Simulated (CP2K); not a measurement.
Crystal: SnTe3.

```
Te Sn
1.0
     5.46059    0.00000    0.00000
     2.73029    4.72901    0.00000
     2.73029    1.57634    4.45855
Te Sn
3 1
Cartesian
  5.4606 3.1527 2.2293
  8.1909 4.7290 3.3439
  2.7303 1.5763 1.1146
  0.0000 0.0000 0.0000
```

The cell comes from a database or a generator and needn't be the stable form of this composition.

```yaml
Program: CP2K 2026.2
Task: single point
Functional: PBE
Potentials_or_basis: POTENTIAL_UZH Te GTH-PBE-q6, Sn GTH-PBE-q4; TZVP-MOLOPT-PBE-GTH basis
Density_cutoff: 6123 eV
k_mesh: 6 × 6 × 6
Occupations: fermi-dirac, width 0.05 eV
Spin: no spin polarisation
```

On this cell: pressure 1.3 GPa; largest force zero by symmetry; band gap on the k mesh none (metal or under the smearing width).

The same run follows on a disturbed copy (atoms moved at random, drawn with an rms of 0.05 Å):

```
Te Sn
1.0
     5.46059    0.00000    0.00000
     2.73029    4.72901    0.00000
     2.73029    1.57634    4.45855
Te Sn
3 1
Direct
  0.50080 0.50963 0.48816
  0.75328 0.74682 0.74937
  0.24050 0.25636 0.25588
  0.99971 0.00010 0.99934
```

What does the disturbed cell give?

The energy (extrapolated to zero smearing) moves by +0.6 meV/atom; pressure 1.4 GPa; largest force 0.098 eV/Å; band gap on the k mesh none (metal or under the smearing width).

Forces in eV/Å, atoms in the order of the input:
```
Te   0.003 -0.023 -0.012
Te  -0.031  0.046  0.081
Te   0.023 -0.065  0.019
Sn   0.004  0.042 -0.088
```

Stress tensor (GPa, compression positive):
```
 1.05  0.08  0.06
 0.08  1.53 -0.13
 0.06 -0.13  1.48
```

Caveats: the basis of atomic orbitals isn't converged, which shifts pressures, moduli and gaps.
